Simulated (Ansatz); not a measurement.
**CH3Cl2FSn: an energy map over angle Cl4–Sn2–C1 and angle H8–C1–Sn2**

A grid of calculations on CH3Cl2FSn, SMILES [CH3][Sn]([F])([Cl])[Cl], to see where the energy is lowest and how it rises around there.

Computed with Ansatz 0.2.0. Level: RKS B3LYP-D4/def2-SVP.

## (1) Where the work starts

SMILES `[CH3][Sn]([F])([Cl])[Cl]`, 8 atoms, charge 0, spin multiplicity 1.

Atoms are counted from 1 here; the program's logs count them from 0.

Bond lengths: C1–Sn2 2.148 Å, C1–H6 1.105 Å, C1–H7 1.106 Å, C1–H8 1.105 Å, Sn2–F3 1.952 Å, Sn2–Cl4 2.354 Å, Sn2–Cl5 2.354 Å. Angles: Sn2–C1–H6 108.2°, Sn2–C1–H7 108.1°, Sn2–C1–H8 107.6°, H6–C1–H7 111.3°, H6–C1–H8 110.8°, H7–C1–H8 110.7°, C1–Sn2–F3 110.9°, C1–Sn2–Cl4 113.3°, C1–Sn2–Cl5 113.1°, F3–Sn2–Cl4 105.4°, F3–Sn2–Cl5 105.4°, Cl4–Sn2–Cl5 108.2°.

Geometry (Å):

```xyz
8
CH3Cl2FSn
C    -0.77304   -0.22894    0.96048
Sn    0.58681    0.10863   -0.66735
F     2.05374   -1.17902   -0.62844
Cl   -0.41374   -0.14786   -2.78236
Cl    1.61075    2.22679   -0.59143
H    -1.19484   -1.24506    0.85224
H    -0.20845   -0.12651    1.90544
H    -1.56911    0.53487    0.89561
```

This geometry comes from a loose relaxation at PBE in a small basis, which is not shown.

## (2) Relaxing the molecule

File input.yaml:

```yaml
crystal:
  periodic: [false, false, false]
  atoms:
    - { symbol: C, position_ang: [-0.773038, -0.228944, 0.960478] }
    - { symbol: Sn, position_ang: [0.586806, 0.108634, -0.667351] }
    - { symbol: F, position_ang: [2.053739, -1.17902, -0.628436] }
    - { symbol: Cl, position_ang: [-0.413744, -0.147862, -2.78236] }
    - { symbol: Cl, position_ang: [1.610745, 2.22679, -0.591428] }
    - { symbol: H, position_ang: [-1.194845, -1.245057, 0.852244] }
    - { symbol: H, position_ang: [-0.208451, -0.126513, 1.905443] }
    - { symbol: H, position_ang: [-1.569112, 0.534874, 0.89561] }
basis:
  gaussian: { orbitals: def2-SVP }
hamiltonian:
  xc: { name: B3LYP }
  dispersion: d4
output:
  forces: true
relax:
  f_tol: 0.003
  max_steps: 120
```

On the command line:

```console
$ ansatz run input.yaml --threads 1 --pin off --max-ram 2560MiB --backend cpu --events-out ev --progress --plain --runs-dir out
```

Output (excerpt; [...] marks lines left out):

```text
Warning: RAYON_NUM_THREADS=1 ignored (pool sized by the plan → 1); use --threads N
[...]
Functional definition: B3LYP
[...]
1173 factors; integrals over basis functions are off by at most 3.9e-4 eV
[...]
mean field -34674.67090413 eV, -1274.2706523905 hartree, gradient 7.6e-5 eV, S^2 0.000000; 0 other end points of the search recorded, 0 dependent functions left out
[...]
reference -34674.67116654 eV, -1274.2706620340 hartree; 37, 37 occupied and 68, 68 virtual orbitals, 1173 factors
relax step   1: F+E_penalty+E_count = -34675.02489823 eV  Δ(F+E_penalty+E_count) = +0.000e0 eV  max|allowed force component| = 2.499e-1 eV/Å  Δτ_max = 0.0000 Å  (25 SCF iters, accepted)
[...]
relax step   4: F+E_penalty+E_count = -34675.03163618 eV  Δ(F+E_penalty+E_count) = -3.172e-5 eV  max|allowed force component| = 7.566e-3 eV/Å  Δτ_max = 0.0054 Å  (23 SCF iters, accepted)
[...]
relax step   5: F+E_penalty+E_count = -34675.03164060 eV  Δ(F+E_penalty+E_count) = -4.429e-6 eV  max|allowed force component| = 2.335e-3 eV/Å  Δτ_max = 0.0016 Å  (21 SCF iters, accepted)
1173 factors; integrals over basis functions are off by at most 3.8e-4 eV
mean field -34674.67670334 eV, -1274.2708655079 hartree, gradient 5.4e-5 eV, S^2 0.000000; 1 other end points of the search recorded, 0 dependent functions left out
[...]
reference -34674.67696534 eV, -1274.2708751360 hartree; 37, 37 occupied and 68, 68 virtual orbitals, 1173 factors
Total energy: -34675.03190260 eV, -1274.2839188397 hartree
Atom 0 at    -0.771643    -0.227784     0.958070 Å, force    -0.001367    -0.000973     0.002331 eV/Å
Atom 1 at     0.578738     0.117575    -0.667751 Å, force     0.001077     0.000794    -0.002335 eV/Å
Atom 2 at     2.030252    -1.166392    -0.616280 Å, force    -0.000098    -0.000102     0.000300 eV/Å
Atom 3 at    -0.400773    -0.150057    -2.783933 Å, force    -0.000048    -0.000213     0.000932 eV/Å
Atom 4 at     1.619067     2.220602    -0.603044 Å, force    -0.000451    -0.000350     0.000464 eV/Å
Atom 5 at    -1.186008    -1.238845     0.849425 Å, force     0.000242     0.000644    -0.000495 eV/Å
Atom 6 at    -0.207765    -0.136829     1.895908 Å, force    -0.000001     0.000109    -0.000787 eV/Å
Atom 7 at    -1.569768     0.524632     0.911804 Å, force     0.000646     0.000091    -0.000409 eV/Å
Dipole moment:    -0.586725    -0.012810     0.557360 e Å
```

Run time: 31 s. Hardware: 1 thread of Arm Neoverse V2, shared host; peak memory 0.26 GiB.

The steps of the relaxation:

```tsv
step	energy from step 1 (eV)	largest force component (eV/Å)
1	0.0000	0.2499
2	-0.0064	0.0531
3	-0.0067	0.0107
4	-0.0067	0.0076
5	-0.0067	0.0023
```

Distances of close pairs at the start and the end, largest changes first:

```tsv
bond	before (Å)	after (Å)	change (Å)
Sn2–F3	1.952	1.939	-0.014
C1–H7	1.106	1.098	-0.007
C1–H6	1.105	1.098	-0.007
C1–H8	1.105	1.098	-0.007
Sn2–Cl5	2.354	2.347	-0.007
Sn2–Cl4	2.354	2.347	-0.007
C1–Sn2	2.148	2.142	-0.006
```

## (3) Plan of the scan

- angle Cl4–Sn2–C1: 9 values from 78.8 to 148.8 °
- angle H8–C1–Sn2: 9 values from 73.4 to 143.4 °

Nothing else is relaxed (all other coordinates rigid). Energies count from the relaxed molecule at the same level.

Below, 3 of the grid's runs; all are launched alike.

## (4) The run at angle Cl4–Sn2–C1 = 122.5°, angle H8–C1–Sn2 = 99.7°

File input.yaml:

```yaml
crystal:
  periodic: [false, false, false]
  atoms:
    - { symbol: C, position_ang: [-0.771643, -0.227784, 0.95807] }
    - { symbol: Sn, position_ang: [0.578738, 0.117575, -0.667751] }
    - { symbol: F, position_ang: [2.030252, -1.166392, -0.61628] }
    - { symbol: Cl, position_ang: [-0.07822, -0.06622, -2.913619] }
    - { symbol: Cl, position_ang: [1.619067, 2.220602, -0.603044] }
    - { symbol: H, position_ang: [-1.186008, -1.238845, 0.849425] }
    - { symbol: H, position_ang: [-0.207765, -0.136829, 1.895908] }
    - { symbol: H, position_ang: [-1.490262, 0.582177, 0.776899] }
basis:
  gaussian: { orbitals: def2-SVP }
hamiltonian:
  xc: { name: B3LYP }
  dispersion: d4
output:
  forces: true
```

On the command line:

```console
$ ansatz run input.yaml --threads 1 --pin off --max-ram 2560MiB --backend cpu --events-out ev --progress --plain --runs-dir out
```

Output (excerpt; [...] marks lines left out):

```text
Warning: RAYON_NUM_THREADS=1 ignored (pool sized by the plan → 1); use --threads N
[...]
[... 1 set-up line as earlier in the session ...]
[...]
1087 factors; integrals over basis functions are off by at most 1.1e-3 eV
[...]
mean field -34674.57754220 eV, -1274.2672214030 hartree, gradient 1.4e-5 eV, S^2 0.000000; 0 other end points of the search recorded, 0 dependent functions left out
[...]
reference -34674.57780295 eV, -1274.2672309853 hartree; 37, 37 occupied and 68, 68 virtual orbitals, 1087 factors
Total energy: -34674.93430832 eV, -1274.2803323160 hartree
Atom 0 at    -0.771643    -0.227784     0.958070 Å, force     0.189996     0.038178    -0.494955 eV/Å
Atom 1 at     0.578738     0.117575    -0.667751 Å, force     0.571575    -0.127522    -0.271741 eV/Å
Atom 2 at     2.030252    -1.166392    -0.616280 Å, force     0.054084    -0.048167     0.118261 eV/Å
Atom 3 at    -0.078220    -0.066220    -2.913619 Å, force    -0.246051    -0.050682     0.059772 eV/Å
Atom 4 at     1.619067     2.220602    -0.603044 Å, force    -0.008346     0.070558     0.136530 eV/Å
Atom 5 at    -1.186008    -1.238845     0.849425 Å, force    -0.182336     0.135209    -0.017218 eV/Å
Atom 6 at    -0.207765    -0.136829     1.895908 Å, force    -0.078185     0.184891    -0.038905 eV/Å
Atom 7 at    -1.490262     0.582177     0.776899 Å, force    -0.300738    -0.202466     0.508256 eV/Å
Dipole moment:    -0.702696    -0.040730     0.605187 e Å
```

Run time: 4.9 s. Hardware: 1 thread of Arm Neoverse V2, shared host; peak memory 0.23 GiB.

That is 2.3 kcal/mol from the zero.

## (5) The run at angle Cl4–Sn2–C1 = 113.8°, angle H8–C1–Sn2 = 108.4°

Changes to input.yaml since step 4:

```diff
@@ -6,3 +6,3 @@
     - { symbol: F, position_ang: [2.030252, -1.166392, -0.61628] }
-    - { symbol: Cl, position_ang: [-0.07822, -0.06622, -2.913619] }
+    - { symbol: Cl, position_ang: [-0.399416, -0.149705, -2.784605] }
     - { symbol: Cl, position_ang: [1.619067, 2.220602, -0.603044] }
@@ -10,3 +10,3 @@
     - { symbol: H, position_ang: [-0.207765, -0.136829, 1.895908] }
-    - { symbol: H, position_ang: [-1.490262, 0.582177, 0.776899] }
+    - { symbol: H, position_ang: [-1.569646, 0.524747, 0.911569] }
 basis:
```

On the command line:

```console
$ ansatz run input.yaml --threads 1 --pin off --max-ram 2560MiB --backend cpu --events-out ev --progress --plain --runs-dir out
```

Output (excerpt; [...] marks lines left out):

```text
Warning: RAYON_NUM_THREADS=1 ignored (pool sized by the plan → 1); use --threads N
[...]
[... 1 set-up line as earlier in the session ...]
[...]
1088 factors; integrals over basis functions are off by at most 1.2e-3 eV
[...]
mean field -34674.67666979 eV, -1274.2708642749 hartree, gradient 2.1e-5 eV, S^2 0.000000; 0 other end points of the search recorded, 0 dependent functions left out
[...]
reference -34674.67693167 eV, -1274.2708738987 hartree; 37, 37 occupied and 68, 68 virtual orbitals, 1088 factors
Total energy: -34675.03187030 eV, -1274.2839176528 hartree
Atom 0 at    -0.771643    -0.227784     0.958070 Å, force    -0.001456    -0.000949     0.001043 eV/Å
Atom 1 at     0.578738     0.117575    -0.667751 Å, force     0.002677     0.000833    -0.003510 eV/Å
Atom 2 at     2.030252    -1.166392    -0.616280 Å, force     0.000044    -0.000266     0.000844 eV/Å
Atom 3 at    -0.399416    -0.149705    -2.784605 Å, force    -0.000982    -0.000460     0.001484 eV/Å
Atom 4 at     1.619067     2.220602    -0.603044 Å, force    -0.000415    -0.000125     0.001029 eV/Å
Atom 5 at    -1.186008    -1.238845     0.849425 Å, force    -0.000120     0.000894    -0.000426 eV/Å
Atom 6 at    -0.207765    -0.136829     1.895908 Å, force    -0.000028     0.000471    -0.000959 eV/Å
Atom 7 at    -1.569646     0.524747     0.911569 Å, force     0.000280    -0.000397     0.000496 eV/Å
Dipole moment:    -0.587211    -0.012951     0.557611 e Å
```

Run time: 4.9 s. Hardware: 1 thread of Arm Neoverse V2, shared host; peak memory 0.23 GiB.

On the map this point reads 0.0 kcal/mol.

## (6) The run at angle Cl4–Sn2–C1 = 140.0°, angle H8–C1–Sn2 = 99.7°

Changes to input.yaml since step 5:

```diff
@@ -6,3 +6,3 @@
     - { symbol: F, position_ang: [2.030252, -1.166392, -0.61628] }
-    - { symbol: Cl, position_ang: [-0.399416, -0.149705, -2.784605] }
+    - { symbol: Cl, position_ang: [0.60575, 0.112457, -3.014779] }
     - { symbol: Cl, position_ang: [1.619067, 2.220602, -0.603044] }
@@ -10,3 +10,3 @@
     - { symbol: H, position_ang: [-0.207765, -0.136829, 1.895908] }
-    - { symbol: H, position_ang: [-1.569646, 0.524747, 0.911569] }
+    - { symbol: H, position_ang: [-1.490262, 0.582177, 0.776899] }
 basis:
```

On the command line:

```console
$ ansatz run input.yaml --threads 1 --pin off --max-ram 2560MiB --backend cpu --events-out ev --progress --plain --runs-dir out
```

Output (excerpt; [...] marks lines left out):

```text
Warning: RAYON_NUM_THREADS=1 ignored (pool sized by the plan → 1); use --threads N
[...]
[... 1 set-up line as earlier in the session ...]
[...]
1088 factors; integrals over basis functions are off by at most 1.1e-3 eV
[...]
mean field -34674.19980769 eV, -1274.2533399158 hartree, gradient 5.1e-5 eV, S^2 0.000000; 0 other end points of the search recorded, 0 dependent functions left out
[...]
reference -34674.20006448 eV, -1274.2533493527 hartree; 37, 37 occupied and 68, 68 virtual orbitals, 1088 factors
Total energy: -34674.56178302 eV, -1274.2666422639 hartree
Atom 0 at    -0.771643    -0.227784     0.958070 Å, force    -0.051334    -0.023644    -0.629202 eV/Å
Atom 1 at     0.578738     0.117575    -0.667751 Å, force     1.244599     0.035508    -0.555393 eV/Å
Atom 2 at     2.030252    -1.166392    -0.616280 Å, force     0.052170    -0.199653     0.486302 eV/Å
Atom 3 at     0.605750     0.112457    -3.014779 Å, force    -0.765460    -0.225767    -0.247880 eV/Å
Atom 4 at     1.619067     2.220602    -0.603044 Å, force    -0.006048     0.283153     0.508219 eV/Å
Atom 5 at    -1.186008    -1.238845     0.849425 Å, force    -0.196436     0.138852     0.008594 eV/Å
Atom 6 at    -0.207765    -0.136829     1.895908 Å, force     0.024981     0.201531    -0.101060 eV/Å
Atom 7 at    -1.490262     0.582177     0.776899 Å, force    -0.302473    -0.209980     0.530420 eV/Å
Dipole moment:    -0.924240    -0.116828     0.664019 e Å
```

Run time: 4.7 s. Hardware: 1 thread of Arm Neoverse V2, shared host; peak memory 0.23 GiB.

On the map this point reads 10.8 kcal/mol.

## (7) The map

81 points were computed. Energies in kcal/mol, from the relaxed molecule at the same level:

```
angle H8–C1–Sn2 (°) ↓, angle Cl4–Sn2–C1 (°) →  78.8  87.5  96.3  105.0  113.8  122.5  131.3  140.0  148.8
                                        143.4  39.9  29.0  22.4   18.8   17.6   18.5   21.7   27.1   35.1
                                        134.7  32.1  21.3  14.7   11.2   10.0   10.9   14.1   19.4   27.5
                                        125.9  26.4  15.6   9.1    5.6    4.4    5.4    8.5   13.9   21.9
                                        117.2  22.8  12.1   5.7    2.3    1.1    2.1    5.3   10.6   18.6
                                        108.4  21.2  10.6   4.4    1.1    0.0    1.0    4.2    9.6   17.6
                                         99.7  21.9  11.4   5.3    2.1    1.1    2.3    5.5   10.8   18.9
                                         90.9  25.0  14.6   8.7    5.6    4.8    6.0    9.2   14.7   22.7
                                         82.2  30.8  20.4  14.6   11.7   11.1   12.4   15.7   21.2   29.3
                                         73.4  39.5  29.2  23.6   20.9   20.3   21.8   25.2   30.8   38.9
```

The dipole moment (D) at each point:

```tsv
angle H8–C1–Sn2 (°) ↓, angle Cl4–Sn2–C1 (°) →	78.8	87.5	96.3	105.0	113.8	122.5	131.3	140.0	148.8
143.4	1.31	1.90	2.52	3.11	3.70	4.25	4.78	5.27	5.71
134.7	1.38	1.96	2.58	3.17	3.76	4.32	4.85	5.34	5.78
125.9	1.44	2.02	2.63	3.23	3.82	4.38	4.91	5.40	5.85
117.2	1.49	2.06	2.67	3.27	3.86	4.42	4.96	5.45	5.90
108.4	1.52	2.09	2.70	3.30	3.89	4.45	4.99	5.49	5.93
99.7	1.54	2.10	2.71	3.31	3.90	4.46	5.00	5.50	5.94
90.9	1.53	2.09	2.69	3.28	3.87	4.43	4.97	5.47	5.92
82.2	1.50	2.05	2.64	3.23	3.81	4.37	4.90	5.40	5.85
73.4	1.44	1.97	2.54	3.12	3.69	4.24	4.77	5.27	5.72
```

## (8) What came out

| quantity | value |
| --- | --- |
| lowest point | angle Cl4–Sn2–C1 = 113.8°, angle H8–C1–Sn2 = 108.4°, 0.0 kcal/mol |
| highest computed point | angle Cl4–Sn2–C1 = 78.8°, angle H8–C1–Sn2 = 143.4°, 39.9 kcal/mol above the lowest |
| dipole moment (D) | 1.31 at angle Cl4–Sn2–C1 = 78.8°, angle H8–C1–Sn2 = 143.4° to 5.94 at angle Cl4–Sn2–C1 = 148.8°, angle H8–C1–Sn2 = 99.7°; 3.89 at the lowest point |
| time for the whole task | 7.2 min on 1 thread, shared host |

**Reading.** The lowest computed point is at angle Cl4–Sn2–C1 = 113.8°, angle H8–C1–Sn2 = 108.4°, 0.0 kcal/mol from the relaxed molecule at the same level. No other kind of well shows on this grid. The highest computed point, angle Cl4–Sn2–C1 = 78.8°, angle H8–C1–Sn2 = 143.4°, lies 39.9 kcal/mol above the lowest. Round the minimum the two coordinates are nearly uncoupled.
